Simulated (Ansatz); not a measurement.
# HCl: the cost of one run

Method: DFT PBEsol, scalar-relativistic, plane waves, PAW, in Ansatz 0.2.0.

2 further runs of the same task are left out: 1 that didn't finish, 1 set aside as unsound or not needed.

### Step 1. The structure to begin with

The structure is orthorhombic, space group Fmmm (No. 69). Conventional cell: a = 5.030 Å, b = 5.350 Å, c = 5.710 Å, α = 90.00°, β = 90.00°, γ = 90.00°. H (site symmetry mmm) has 6 Cl at 2.52 to 2.85 Å as nearest neighbours. Cl (site symmetry mmm) is surrounded by 6 H at 2.52 to 2.85 Å.

Coordinates:

```
CELL_PARAMETERS angstrom
0.00000 2.67500 2.85500
2.51500 0.00000 2.85500
2.51500 2.67500 0.00000
ATOMIC_POSITIONS crystal
H 0.00000 0.00000 0.00000
Cl 0.50000 0.50000 0.50000
```

The structure comes from the Crystallography Open Database.

### Step 2. A distortion that keeps the symmetry

Against the listed cell: strain xx, yy, zz, yz, xz, xy = -0.3, +7.5, +3.3, +0.0, +0.0, +0.0 %.

The input, input.yaml:

```yaml
crystal:
  lattice:
    - [0.0, 2.87500975, 2.94832995]
    - [2.50707775, 0.0, 2.94832995]
    - [2.50707775, 2.87500975, 0.0]
  atoms:
    - { symbol: H, position: [0.0, 0.0, 0.0] }
    - { symbol: Cl, position: [0.5, 0.5, 0.5] }
basis:
  ecutwfc: 420
kpoints:
  mp_grid: { grid: [14, 14, 14] }
hamiltonian:
  xc: pbesol
scf:
  occupations: { method: gaussian, width: 0.1 }
output:
  forces: true
  stress: true
  eigenvalues: true
  populations: true
```

Started as:

```
ansatz run input.yaml --threads 1 --pin off --max-ram 1331MiB --backend cpu --events-out ev --progress --plain --runs-dir out
```

Q: Estimate wall time and peak memory on 1 thread of an x86-64 CPU, shared host.

About 22 s, with a peak of 0.44 GiB.
